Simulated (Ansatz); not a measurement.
# CHOTe radical (SMILES O=[C][TeH]): a rigid scan of the angle Te3–C2–O1

One table from this session's results is given with a row withheld; the runs are named, their logs left out.

Computed with Ansatz 0.2.0, Gaussian basis. Level: single points in def2-TZVPP.

Levels: PBE-D4, r2SCAN-D4, PBE0-D4, B3LYP-D4, wB97M-V, Hartree-Fock, MP2, CCSD, CCSD(T). The scan takes 98.7, 106.2, 113.7, 121.2, 128.7, 136.2, 143.7, 151.2, 158.7°.

Cores are frozen in the correlated methods. Filled d shells of the heavier atoms are correlated. Core potentials replace the inner electrons past krypton, and spin-orbit coupling is left out. Orbitals are unrestricted. B3LYP uses VWN-RPA correlation.

47 further runs of the same task are left out: 47 set aside as unsound or not needed.

### Starting geometry

The minimum, relaxed at PBE0-D4: SMILES `O=[C][TeH]`, 4 atoms, charge 0, spin multiplicity 2.

Atoms are counted from 1 here; the program's logs count them from 0.

Bond lengths: O1–C2 1.138 Å, Te3–H4 1.654 Å.

As a file:

```xyz
4

O    -1.1279    0.3408    1.6397
C    -0.3521   -0.1159    0.9436
Te    0.1826    0.4965   -1.3373
H     1.2973   -0.7214   -1.2461
```

Energies of the minimum (eV), from earlier single points: PBE-D4 -10390.06952, r2SCAN-D4 -10394.79845, PBE0-D4 -10390.34075, B3LYP-D4 -10396.14353, wB97M-V -10391.85300, CCSD(T) -10371.96839.

At the minimum the angle Te3–C2–O1 is 128.7°.

The first run:

The input, ccsdt-tzvpp/in.yaml:

```yaml
crystal:
  periodic: [false, false, false]
  atoms:
    - {symbol: O, position_ang: [-1.127867, 0.340826, 1.639749]}
    - {symbol: C, position_ang: [-0.352051, -0.115937, 0.943619]}
    - {symbol: Te, position_ang: [-0.732320, 1.282333, -0.996435]}
    - {symbol: H, position_ang: [0.466345, 0.382825, -1.695156]}
basis:
  gaussian: {orbitals: def2-TZVPP}
magnetization: {spin_polarized: true, initial_magnetization: 1}
correlation: {method: ccsd_t}
scf: {omitted_lower_state_checks: [cluster_reference]}
```

No record of the launch command was kept for these runs.

Among the steps run: Te3–C2–O1 = 98.7°; Te3–C2–O1 = 106.2°; Te3–C2–O1 = 113.7°; Te3–C2–O1 = 121.2°; Te3–C2–O1 = 128.7°; Te3–C2–O1 = 136.2°; Te3–C2–O1 = 143.7°; Te3–C2–O1 = 151.2°; Te3–C2–O1 = 158.7°.

One table of the session follows, with a row left open; its other results are not shown here.

It belongs to the step «The curves». Energies less that of the minimum at the same level (kJ/mol):

| angle (°) | PBE-D4 | PBE0-D4 | B3LYP-D4 | wB97M-V | Hartree-Fock |
| --- | --- | --- | --- | --- | --- |
| 98.7 | 40.0 | 37.4 | 38.1 | 30.9 | 35.4 |
| 106.2 | 21.9 | 20.2 | 20.6 | 15.9 | 19.0 |
| 113.7 | 9.7 | 8.7 | 8.9 | 6.1 | 8.0 |
| 121.2 | ? | ? | ? | ? | ? |
| 128.7 (minimum) | 0.0 | 0.0 | 0.0 | 0.0 | 0.0 |
| 128.7 | 0.0 | 0.0 | 0.0 | 0.0 | 0.0 |
| 136.2 | 1.5 | 2.0 | 1.9 | 2.5 | 2.0 |
| 143.7 | 6.7 | 7.5 | 7.3 | 8.0 | 7.4 |
| 151.2 | 14.9 | 15.9 | 15.6 | 15.8 | 15.3 |
| 158.7 | 25.5 | 26.5 | 26.1 | 24.9 | 24.8 |

Q: Estimate the row for angle (°) = 121.2 from the others.

The run gave: PBE-D4: 2.6; PBE0-D4: 2.1; B3LYP-D4: 2.2; wB97M-V: 1.0; Hartree-Fock: 1.8.

To keep in mind: A polynomial through the near points puts the CCSD(T) minimum at the PBE0-D4 value.
